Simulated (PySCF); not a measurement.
# C6H3ClO2: the cost of one run

Programs: PySCF 2.14.0, with routines of our own; each step states its level. All values are computed. Atoms count from 0.

### 1 The system as given

12 atoms, charge -1, multiplicity 2; geometry from: GFN2-xTB.

### 2 Open-shell or spin-flip excitations: unrestricted TDA PBE0/def2-SVPD in toluene

What the job is given:

```
{"job": {"kind": "uabs", "xc": "PBE0", "basis": "def2-SVPD", "nstates": 10, "tda": true, "solvent": "toluene", "pol": false}, "charge": -1, "multiplicity": 2}
O     -2.489345     1.029247    -0.031842
C     -1.327279     0.570489    -0.018379
C     -0.152490     1.404669    -0.040825
C      1.113575     0.916617    -0.028460
C      1.402232    -0.493843     0.011024
O      2.568465    -0.950132     0.022793
C      0.240861    -1.347419     0.035588
C     -1.017283    -0.839486     0.021653
Cl    -2.370358    -1.936698     0.053366
H     -0.333032     2.472469    -0.069719
H      1.962475     1.589636    -0.047638
H      0.403378    -2.416233     0.066413
```

With the program's defaults for keys left out, this is: unrestricted TDA PBE0/def2-SVPD, vertical, IEF-PCM toluene (non-equilibrium linear response), core orbitals frozen in the response.

Run with:

```
$ OMP_NUM_THREADS=1 python excited_run.py task.json out
```

One launch serves the whole session: the jobs run in the order shown.

Q: Estimate the wall time and peak memory of this first job on 1 thread of Arm Neoverse N1, shared host.

About 1.7 min, with a peak of 0.78 GiB.
